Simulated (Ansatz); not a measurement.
This script drives Ansatz 0.2.0, Python API.

`c2h6gete_methods.py`
```python
from pathlib import Path

import ansatz as az
from ase import Atoms
import numpy as np

atoms = Atoms(["C", "C", "Te", "Ge", "H", "H", "H", "H", "H", "H"], positions=[
    [-0.9303, -1.3991, -1.1132],
    [0.231, -1.3101, -0.5799],
    [1.4992, 0.3242, -0.9859],
    [0.6076, 1.6038, 1.012],
    [-1.3177, -0.5657, -1.7967],
    [-1.6382, -2.1747, -0.9183],
    [0.5946, -2.1023, 0.0813],
    [0.8041, 0.7958, 2.3072],
    [-0.9847, 1.7962, 0.8321],
    [1.2176, 2.9807, 1.1645],
])
c2h6gete = az.Crystal.molecule_from_ase(atoms)

calculation = c2h6gete.calculation().basis(gaussian="def2-SVP")

print("functional    E (Ha)        dipole (D)   HOMO (eV)  LUMO (eV)")
for name in ["r2scan", "hf", "lc_wpbe", "lda"]:
    data = calculation.functional(name).forces().orbitals().run(threads=1, runs_dir="runs").report
    lines = Path(data["orbitals_path"]).read_text().splitlines()
    field_of = lambda key: [line.split("=")[1].strip() for line in lines if line.startswith(key)]
    orbitals = [(27.211386 * float(e), s, float(n)) for e, s, n in zip(field_of("Ene="), field_of("Spin="), field_of("Occup="))]
    homo = max(e for e, _, n in orbitals if n > 0.5)
    lumo = min(e for e, _, n in orbitals if n < 0.5)
    dipole = 4.803205 * np.linalg.norm(data["charge_distribution"]["dipole_moment_e_ang"])
    print(f"{name:10s} {data['free_energy_ev'] / 27.211386246:14.6f} {dipole:9.3f} {homo:11.3f} {lumo:10.3f}")
```

It is started by `python c2h6gete_methods.py`. How long does it take on 1 thread of Arm Neoverse V1, with other jobs on the host, and how much memory does it need?

It took about 27 s, with a peak of 0.36 GiB, for 4 runs of the engine.

Output of `python c2h6gete_methods.py`:
```text
functional    E (Ha)        dipole (D)   HOMO (eV)  LUMO (eV)
r2scan       -2424.533870     0.936      -5.358     -1.460
hf           -2421.235160     0.990      -8.432      2.614
lc_wpbe      -2424.192417     0.917      -8.660      1.390
lda          -2420.167853     0.945      -5.183     -1.818
```

Reading the output:
- Total energies depend on the basis set; only differences at equal settings carry meaning.
- The geometry is a force-field or estimated start, not a minimum of this method, and the basis set is short of its limit. A lower total doesn't mark the better method: functionals have no common bound, and MP2 and coupled cluster aren't variational.
- def2 sets replace the cores of elements past krypton by effective core potentials.
- Levels such as HOMO and LUMO are orbital energies: with these approximate functionals they aren't the ionisation energy and electron affinity, and their gap isn't the fundamental gap.
